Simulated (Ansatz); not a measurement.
# Ag: the cost of one run

Method: DFT LDA, scalar-relativistic, plane waves, PAW, in Ansatz 0.2.0.

### 1 The structure to begin with

Symmetry: Fm-3m, No. 225, cubic system. Conventional cell: a = 4.085 Å, b = 4.085 Å, c = 4.085 Å, α = 90.00°, β = 90.00°, γ = 90.00°. Around Ag (site symmetry m-3m) lie 12 Ag at 2.89 Å.

As a file:

```
Ag
1.0
     0.00000    2.04275    2.04275
     2.04275    0.00000    2.04275
     2.04275    2.04275    0.00000
Ag
1
Direct
  0.00000 0.00000 0.00000
```

The structure rests on an entry of the Crystallography Open Database; cell or positions may have been set otherwise for this series.

### 2 Relaxing cell and atoms: Ag, no spin

The input, input.yaml:

```yaml
crystal:
  lattice:
    - [0.0, 2.04275, 2.04275]
    - [2.04275, 0.0, 2.04275]
    - [2.04275, 2.04275, 0.0]
  atoms:
    - { symbol: Ag, position: [0.0, 0.0, 0.0] }
scf:
  occupations: { method: gaussian, width: 0.2 }
output:
  forces: true
  stress: true
  eigenvalues: true
  write_density: true
  write_potential: true
  elf: true
  volumetric_format: npy
hamiltonian:
  xc: lda
relax:
  f_tol: 0.001
  max_steps: 60
  cell: { stress_tol: 0.03 }
kpoints:
  mp_grid: { grid: [28, 28, 28] }
```

Run with:

```bash
$ ansatz run input.yaml --threads 8 --pin off --max-ram 16384MiB --backend cpu --events-out ev --progress --plain --runs-dir out
```

**Question.** How long does this run take on 8 threads of Intel Xeon Platinum 8375C at 2.90GHz (Ice Lake), shared host, and how much memory does it need?

About 6.5 s, with a peak of 0.53 GiB.
